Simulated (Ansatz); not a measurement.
# Y2WC6: the cost of one run

Method: DFT PBE, scalar-relativistic, plane waves, PAW, in Ansatz 0.2.0.

## Step 1: The structure to begin with

The structure is cubic, space group Fm-3m (No. 225). Conventional cell: a = 7.873 Å, b = 7.873 Å, c = 7.873 Å, α = 90.00°, β = 90.00°, γ = 90.00°. Y (site symmetry -43m) has 6 C at 1.97 Å as nearest neighbours. Around W (site symmetry m-3m) lie 12 C at 2.78 Å. Around C (site symmetry mmm) lie 2 Y at 1.97 Å and 2 W at 2.78 Å.

Coordinates:

```
CELL_PARAMETERS angstrom
0.00000 3.93636 3.93636
3.93636 0.00000 3.93636
3.93636 3.93636 0.00000
ATOMIC_POSITIONS crystal
Y 0.25000 0.25000 0.25000
Y 0.75000 0.75000 0.75000
W 0.50000 0.50000 0.50000
C 0.50000 0.00000 0.00000
C 0.00000 0.50000 0.50000
C 0.00000 0.50000 0.00000
C 0.50000 0.00000 0.50000
C 0.00000 0.00000 0.50000
C 0.50000 0.50000 0.00000
```

A structure generator made this guess: random cell by space group and Wyckoff sites (Fm-3m, No. 225). Lengths come from tabulated atomic sizes and are only a guess.

## Step 2: A first look at the guess

Input file input.yaml:

```yaml
crystal:
  lattice:
    - [0.0, 3.93636141, 3.93636141]
    - [3.93636141, 0.0, 3.93636141]
    - [3.93636141, 3.93636141, 0.0]
  atoms:
    - { symbol: "Y", position: [0.25, 0.25, 0.25] }
    - { symbol: "Y", position: [0.75, 0.75, 0.75] }
    - { symbol: W, position: [0.5, 0.5, 0.5] }
    - { symbol: C, position: [0.5, 0.0, 0.0] }
    - { symbol: C, position: [0.0, 0.5, 0.5] }
    - { symbol: C, position: [0.0, 0.5, 0.0] }
    - { symbol: C, position: [0.5, 0.0, 0.5] }
    - { symbol: C, position: [0.0, 0.0, 0.5] }
    - { symbol: C, position: [0.5, 0.5, 0.0] }
basis:
  ecutwfc: 420
kpoints:
  mp_grid: { grid: [4, 4, 4] }
hamiltonian:
  xc: pbe
scf:
  occupations: { method: gaussian, width: 0.1 }
  lower_state_search: "off"
output:
  forces: true
  stress: true
  eigenvalues: true
```

The run is started by

```
$ ansatz run input.yaml --threads 1 --pin off --max-ram 2048MiB --backend cpu --events-out ev --progress --plain --runs-dir out
```

What time and memory should one allow on 1 thread of Arm Neoverse V2, shared host?

About 2.2 s, with a peak of 0.38 GiB.
